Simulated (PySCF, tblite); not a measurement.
**C₇H₈NO radical: geometry, infrared bands and EPR parameters**

What infrared bands and EPR parameters should C₇H₈NO radical (`N#CCO[C@@H]1C[C@@]12[CH]C2`) show?

The runs use tblite 0.8.0 and PySCF 2.14.0, with density-fitted response routines of our own; the level of theory stands in each step. All values are computed, except where a source is named. Atoms count from 0, in the outputs and in this text.

## Step 1: Starting geometry

17 atoms, charge 0, multiplicity 2; geometry from: force field or distance geometry start.

Bonds of the start (Å): N0–C1 1.16, C1–C2 1.48, C2–O3 1.39, O3–C4 1.39, C4–C5 1.51, C5–C6 1.43, C6–C7 1.42, C7–C8 1.52, C6–C4 1.43, C8–C6 1.43, C2–H9 1.12, C2–H10 1.11, C4–H11 1.13, C5–H12 1.14, C5–H13 1.12, C7–H14 1.09, C8–H15 1.10, C8–H16 1.11.

## Step 2: Geometry optimisation with GFN2-xTB

Job settings and geometry (Å):

```
{"job": {"kind": "relax", "xc": "GFN2-xTB", "basis": "xTB"}, "charge": 0, "multiplicity": 2}
N     -3.623400     2.705700     0.223700
C     -2.968000     1.777600    -0.001000
C     -2.133500     0.578500    -0.255200
O     -0.948500     0.724500     0.449500
C     -0.192300    -0.418600     0.197800
C      0.477300    -1.004900     1.417700
C      1.231300    -0.504400     0.307900
C      2.306800    -0.938800    -0.508600
C      2.333300     0.404700     0.210400
H     -2.688400    -0.356500     0.006000
H     -1.940300     0.536300    -1.350400
H     -0.700200    -1.142800    -0.504800
H      0.403000    -0.363000     2.354800
H      0.256400    -2.089800     1.569500
H      2.962400    -1.743900    -0.190600
H      2.189700     1.337700    -0.361700
H      3.027500     0.509700     1.074700
```

Launch:

```bash
> OMP_NUM_THREADS=1 python probes_run.py task.json out
```

The driver reads the jobs from task.json and runs them one after another.

What it wrote:

```text
step      E/eV     max force
  0    -702.61451    3.653
  1    -702.88500    5.283
  2    -702.82365    6.651
  3    -703.10400    1.131
  4    -703.13822    0.484
  5    -703.17797    1.089
  6    -703.22143    0.837
  7    -703.25661    0.583
  8    -703.27955    0.328
  9    -703.29539    0.425
 10    -703.30830    0.381
 11    -703.31891    0.280
 12    -703.32500    0.180
 13    -703.32849    0.172
 14    -703.33109    0.144
 15    -703.33311    0.149
 16    -703.33445    0.101
 17    -703.33537    0.071
 18    -703.33610    0.071
 19    -703.33676    0.075
 20    -703.33744    0.070
 21    -703.33828    0.079
 22    -703.33943    0.114
 23    -703.34078    0.115
 24    -703.34216    0.098
 25    -703.34357    0.092
 26    -703.34507    0.102
 27    -703.34662    0.135
 28    -703.34795    0.119
 29    -703.34889    0.063
 30    -703.34964    0.071
 31    -703.35046    0.081
 32    -703.35135    0.116
 33    -703.35217    0.104
 34    -703.35284    0.058
 35    -703.35346    0.055
 36    -703.35415    0.060
 37    -703.35485    0.076
 38    -703.35546    0.059
 39    -703.35601    0.057
 40    -703.35660    0.055
 41    -703.35730    0.079
 42    -703.35808    0.083
 43    -703.35888    0.063
 44    -703.35964    0.066
 45    -703.36036    0.072
 46    -703.36106    0.081
 47    -703.36188    0.100
 48    -703.36310    0.125
 49    -703.36449    0.125
 50    -703.36599    0.110
 51    -703.36783    0.108
 52    -703.36980    0.122
 53    -703.37035    0.182
 54    -703.37273    0.110
 55    -703.37382    0.079
 56    -703.37612    0.085
 57    -703.37739    0.164
 58    -703.38029    0.193
 59    -703.38276    0.123
 60    -703.38478    0.144
 61    -703.38714    0.214
 62    -703.38977    0.230
 63    -703.39328    0.136
 64    -703.39475    0.089
 65    -703.39617    0.095
 66    -703.39925    0.115
 67    -703.40095    0.119
 68    -703.40420    0.138
 69    -703.40729    0.150
 70    -703.41064    0.174
 71    -703.41385    0.145
 72    -703.41636    0.109
 73    -703.41758    0.105
 74    -703.41924    0.073
 75    -703.42007    0.066
 76    -703.42082    0.074
 77    -703.42158    0.081
 78    -703.42265    0.083
 79    -703.42400    0.101
 80    -703.42560    0.104
 81    -703.42704    0.085
 82    -703.42808    0.079
 83    -703.42883    0.061
 84    -703.42926    0.048
 85    -703.42953    0.040
 86    -703.42982    0.039
 87    -703.43001    0.045
 88    -703.43016    0.023
 89    -703.43029    0.023
 90    -703.43041    0.036
 91    -703.43054    0.044
 92    -703.43065    0.043
 93    -703.43075    0.026
 94    -703.43084    0.024
 95    -703.43090    0.021
 96    -703.43094    0.023
 97    -703.43099    0.022
 98    -703.43104    0.020
 99    -703.43111    0.025
100    -703.43117    0.033
101    -703.43121    0.031
102    -703.43127    0.018
103    -703.43134    0.022
104    -703.43144    0.033
105    -703.43158    0.050
106    -703.43174    0.061
107    -703.43193    0.034
108    -703.43212    0.048
109    -703.43228    0.061
110    -703.43245    0.034
111    -703.43262    0.037
112    -703.43281    0.039
113    -703.43299    0.031
114    -703.43315    0.031
115    -703.43330    0.035
116    -703.43346    0.035
117    -703.43365    0.038
118    -703.43384    0.057
119    -703.43404    0.049
120    -703.43422    0.038
121    -703.43437    0.028
122    -703.43447    0.025
123    -703.43457    0.024
124    -703.43469    0.031
125    -703.43483    0.048
126    -703.43495    0.036
127    -703.43504    0.039
128    -703.43509    0.035
129    -703.43514    0.017
130    -703.43517    0.012
131    -703.43520    0.013
132    -703.43523    0.014
133    -703.43525    0.014
134    -703.43526    0.011
135    -703.43527    0.011
136    -703.43528    0.012
137    -703.43530    0.017
138    -703.43532    0.021
139    -703.43535    0.020
140    -703.43538    0.018
141    -703.43539    0.014
142    -703.43540    0.010
143    -703.43541    0.006
```

Run time: 0.92 s. Hardware: 1 thread of Arm Neoverse V1, shared host.

Relaxation path: (not every step is listed) (the energy doesn't fall at every step)

```tsv
step	energy from step 0 (eV)	largest force (eV/Å)
0	0.0000	3.6528
1	-0.2705	5.2826
2	-0.2091	6.6508
3	-0.4895	1.1313
4	-0.5237	0.4838
5	-0.5635	1.0889
6	-0.6069	0.8374
7	-0.6421	0.5827
8	-0.6650	0.3285
21	-0.7238	0.0792
34	-0.7383	0.0577
47	-0.7474	0.0998
60	-0.7703	0.1445
73	-0.8031	0.1055
86	-0.8153	0.0395
99	-0.8166	0.0246
112	-0.8183	0.0393
125	-0.8203	0.0479
138	-0.8208	0.0208
139	-0.8208	0.0203
140	-0.8209	0.0181
141	-0.8209	0.0136
142	-0.8209	0.0104
143	-0.8209	0.0064
```

Close pairs (by a distance rule), those that changed most:

```tsv
bond	before (Å)	after (Å)	change (Å)
C6–C8	1.432	1.503	+0.071
C5–C6	1.432	1.497	+0.065
C4–C6	1.430	1.488	+0.058
C5–H12	1.138	1.081	-0.057
C7–C8	1.524	1.476	-0.048
C4–H11	1.130	1.091	-0.039
C5–H13	1.118	1.080	-0.037
C1–C2	1.483	1.448	-0.035
```

The end geometry stands in the next job.

## Step 3: Infrared spectrum with GFN2-xTB

Job settings and geometry (Å):

```
{"job": {"kind": "ir", "xc": "GFN2-xTB", "basis": "xTB"}, "charge": 0, "multiplicity": 2}
N     -3.272257     2.931635    -0.062803
C     -2.794377     1.895025    -0.039615
C     -2.202909     0.574136    -0.002036
O     -0.812480     0.671413    -0.242375
C     -0.162073    -0.555807    -0.165835
C      0.212267    -1.120907     1.187745
C      1.258163    -0.554039     0.278496
C      2.552921    -0.853902    -0.234989
C      2.341092     0.485915     0.345995
H     -2.404067     0.130107     0.987301
H     -2.690433    -0.050520    -0.770877
H     -0.458758    -1.260520    -0.944247
H     -0.039752    -0.533458     2.059704
H      0.167110    -2.190104     1.334779
H      3.263158    -1.633639    -0.076469
H      2.248688     1.335880    -0.318057
H      2.786708     0.740817     1.302833
```

What it wrote:

```text
mode    cm-1     km/mol
  1      41.3      1.93
  2      73.2      4.83
  3      89.3      9.64
  4     177.0      2.13
  5     218.6      4.23
  6     263.0      0.81
  7     326.5      1.42
  8     371.2      2.85
  9     420.6     12.75
 10     458.0      7.73
 11     532.5     23.31
 12     568.1     15.11
 13     682.0      1.52
 14     843.1     11.18
 15     864.4      1.08
 16     908.8      6.32
 17     927.6      2.14
 18     950.6      0.99
 19     971.8      0.63
 20     992.4      8.65
 21    1001.8     22.14
 22    1012.3     34.24
 23    1034.7      1.77
 24    1042.8      8.54
 25    1055.9     53.47
 26    1077.5      0.36
 27    1114.6     26.07
 28    1133.0     41.62
 29    1171.6      8.37
 30    1213.5     15.47
 31    1287.8     26.03
 32    1315.9     26.22
 33    1410.4      0.89
 34    1426.9      3.68
 35    1427.4      5.60
 36    1590.8      9.78
 37    2416.9    170.93
 38    2819.8     25.85
 39    2852.0     29.46
 40    2934.8     55.64
 41    2997.7     36.63
 42    3042.9     11.78
 43    3067.9     13.98
 44    3084.6     25.49
 45    3176.5     32.73
```

Run time: 0.55 s. Hardware: 1 thread of Arm Neoverse V1, shared host.

Which atoms move in the most intense modes:

```tsv
cm⁻¹	km/mol	atoms
1012	34.2	C6 23 %, H15 21 %, H16 11 %
1056	53.5	C2 44 %, O3 35 %
1133	41.6	C4 18 %, C8 18 %, O3 15 %, C7 13 %
2417	170.9	C1 60 %, N0 39 %
2852	29.5	H9 66 %, H10 30 %
2935	55.6	H11 93 %
2998	36.6	H16 92 %
3176	32.7	H14 92 %
```

## Step 4: EPR parameters: B3LYP/pcH-1

The job, as its differences from that of step 3:

```diff
@@ -1,2 +1,2 @@
-{"job": {"kind": "ir", "xc": "GFN2-xTB", "basis": "xTB"}, "charge": 0, "multiplicity": 2}
+{"job": {"kind": "epr", "basis": "pcH-1"}, "charge": 0, "multiplicity": 2}
 N     -3.272257     2.931635    -0.062803
```

With the program's defaults for keys left out, this is: UKS B3LYP, pcH-1 on C H N O, non-relativistic, mean-field spin-orbit, GIAO.

What it wrote:

```text
UKS, coarse grid
  cycle   1  E = -401.25572522  |g| = 5.20e-01
  cycle   2  E = -400.99856262  |g| = 9.56e-01
  cycle   3  E = -401.35729723  |g| = 1.77e-01
  cycle   4  E = -401.36842033  |g| = 7.56e-02
  cycle   5  E = -401.37052940  |g| = 2.24e-02
  cycle   6  E = -401.37074234  |g| = 4.81e-03
  cycle   7  E = -401.37075523  |g| = 2.24e-03
  cycle   8  E = -401.37075867  |g| = 7.56e-04
UKS, final grid
  cycle   1  E = -401.37081190  |g| = 9.18e-04
  cycle   2  E = -401.37081141  |g| = 1.43e-03
  cycle   3  E = -401.37081226  |g| = 3.22e-04
  cycle   4  E = -401.37081230  |g| = 7.09e-05
  cycle   5  E = -401.37081230  |g| = 4.97e-05
  cycle   6  E = -401.37081230  |g| = 1.26e-05
E = -401.37081230 Eh   <S^2> = 0.7537 (exact 0.7500)
g shifts (ppm)      1          2          3
  rmc          -150       -150       -150
  gc             26        -10         16
  oz_so          18        659        909
  total        -106        500        776
hyperfine (MHz)  atom isotope    a_iso     a_fc   dipolar eigenvalues
    0   14N       0.02       0.02     -0.05      0.00      0.05
    1   13C       0.08       0.08     -0.14     -0.10      0.23
    2   13C       4.55       4.55     -0.56     -0.45      1.01
    3   17O      -6.01      -6.01     -0.70      0.23      0.47
    4   13C      46.40      46.40     -7.60     -7.16     14.77
    5   13C      22.35      22.35     -5.48     -5.19     10.67
    6   13C     -28.83     -28.83     -6.67      0.03      6.64
    7   13C     239.88     239.88    -75.08    -70.70    145.78
    8   13C     -20.07     -20.07     -4.52      0.62      3.89
    9    1H      -0.34      -0.34     -0.89     -0.52      1.41
   10    1H      -0.17      -0.17     -0.82     -0.60      1.41
   11    1H       1.83       1.83     -4.64     -0.79      5.43
   12    1H      10.20      10.20     -3.60     -0.40      4.00
   13    1H      -4.78      -4.78     -3.57     -1.14      4.71
   14    1H     -18.96     -18.96    -33.64     -3.04     36.68
   15    1H      81.09      81.09     -6.04     -3.78      9.82
   16    1H      51.73      51.73     -5.04     -2.12      7.15
```

It took 88 s on 1 thread of Arm Neoverse V1, shared host; peak memory 0.98 GiB.

Principal g values 2.00221, 2.00282, 2.00309; g(iso) = 2.00271, against 2.00232 for a free electron.

Hyperfine couplings, nucleus by nucleus at this fixed geometry (no averaging over rotations):

```tsv
nuclei	isotope	a(iso) (MHz)	a(iso) (G, at g = 2.0023)	largest dipolar term (MHz)
C7	13C	239.9	85.6	145.8
H15	1H	81.1	28.9	9.8
H16	1H	51.7	18.5	7.2
C4	13C	46.4	16.6	14.8
C6	13C	-28.8	-10.3	-6.7
C5	13C	22.3	8.0	10.7
C8	13C	-20.1	-7.2	-4.5
H14	1H	-19.0	-6.8	36.7
H12	1H	10.2	3.6	4.0
O3	17O	-6.0	-2.1	-0.7
H13	1H	-4.8	-1.7	4.7
C2	13C	4.6	1.6	1.0
H11	1H	1.8	0.7	5.4
H9	1H	-0.3	-0.1	1.4
```

Mulliken spin populations:

N0 0.00; C1 0.00; C2 0.00; O3 0.00; C4 0.06; C5 0.05; C6 -0.06; C7 0.94; C8 -0.04; H9 0.00; H10 0.00; H11 0.00; H12 0.00; H13 0.00; H14 -0.02; H15 0.03; H16 0.02

In first order the couplings over 0.8 MHz of 1H give 64 distinct lines over 60.2 G.

The fields below are evaluated on a grid from the run's orbitals.

ELF in a plane through or near 6 of the atoms.

Values, 10 rows by 14 columns:
```
0.00 0.00 0.00 0.00 0.00 0.00 0.00 0.00 0.00 0.00 0.00 0.00 0.00 0.00
0.00 0.00 0.00 0.00 0.00 0.03 0.01 0.00 0.00 0.00 0.01 0.06 0.01 0.00
0.00 0.00 0.00 0.01 0.10 0.90 0.58 0.00 0.00 0.06 0.41 0.89 0.70 0.00
0.00 0.00 0.00 0.09 0.58 0.61 0.31 0.11 0.34 0.09 0.82 0.42 0.82 0.02
0.00 0.00 0.01 0.13 0.73 0.73 0.51 0.51 0.83 0.36 0.77 0.79 0.37 0.00
0.00 0.00 0.32 0.85 0.46 0.43 0.58 0.43 0.40 0.19 0.41 0.32 0.05 0.00
0.00 0.00 0.06 0.39 0.06 0.26 0.47 0.80 0.03 0.71 0.14 0.00 0.00 0.00
0.00 0.00 0.00 0.00 0.00 0.69 0.97 0.13 0.01 0.02 0.01 0.00 0.00 0.00
0.00 0.00 0.00 0.00 0.00 0.17 0.49 0.01 0.00 0.00 0.00 0.00 0.00 0.00
0.00 0.00 0.00 0.00 0.00 0.00 0.00 0.00 0.00 0.00 0.00 0.00 0.00 0.00
```
The map spans 13.4 Å across and 9.5 Å up, centred on the molecule. Atoms in the plane (x, y in Å): C1 (3.3, 0.9), C2 (2.3, -0.2), O3 (1.0, 0.4), C6 (-1.4, -0.1), C8 (-2.0, 1.2), H15 (-1.6, 2.1).

log10 of the density (e/Å³) in the same plane.

Ten even steps from '0' (-4.0) to '9' (1.4):
```
0000000000000000000000000000
0000000000000000000000000000
0000000112221000000122221000
0000001223332200001234443200
0000012345554311123456654310
0000023456765323333567775420
0000124567775445545678975420
0000234679875456655788875420
0001234677776567766797764310
0001345667787667777776543200
0001345667787777778765442100
0001344556677776567654321000
0000234445567765556553210000
0000122334567655444432100000
0000001123566543323221000000
0000000013455433211110000000
0000000001233321000000000000
0000000000122110000000000000
0000000000000000000000000000
0000000000000000000000000000
```
The map spans 13.4 Å across and 9.5 Å up, centred on the molecule. Atoms in the plane (x, y in Å): C1 (3.3, 0.9), C2 (2.3, -0.2), O3 (1.0, 0.4), C6 (-1.4, -0.1), C8 (-2.0, 1.2), H15 (-1.6, 2.1).

On the surface of density 0.002 e/bohr³ the electrostatic potential runs, from the 1st to the 99th percentile, from -1.71 V near N0 to 1.39 V near H10.

The spin density lies nearest to C7 69 %; H14 8 %.

## Step 5: Results

```
                                 quantity                  value
strongest single infrared mode (GFN2-xTB)  2417 cm⁻¹, 171 km/mol
             zero-point energy (GFN2-xTB)          80.6 kcal/mol
                           g(iso) (B3LYP)                2.00271
                                     ⟨S²⟩     0.754 (exact 0.75)
                           largest a(iso)   13C on C7, 239.9 MHz
    surface potential, 1st and 99th percentile     -1.71 V and 1.39 V
```

**Reading.** The optimisation took 143 steps and gained 0.821 eV; among the close pairs (by a distance rule), C6–C8 changed most, from 1.432 to 1.503 Å. No mode is imaginary among the 45: a minimum at this level. The strongest single mode, at 2417 cm⁻¹, moves mainly C1 and N0. Unscaled tight-binding wavenumbers are off by several per cent, some by more. Its intensities can rank the bands wrongly. Most of the unpaired spin sits on C7 (0.94 e). The isotropic g lies 0.4 ppt above the free-electron value.
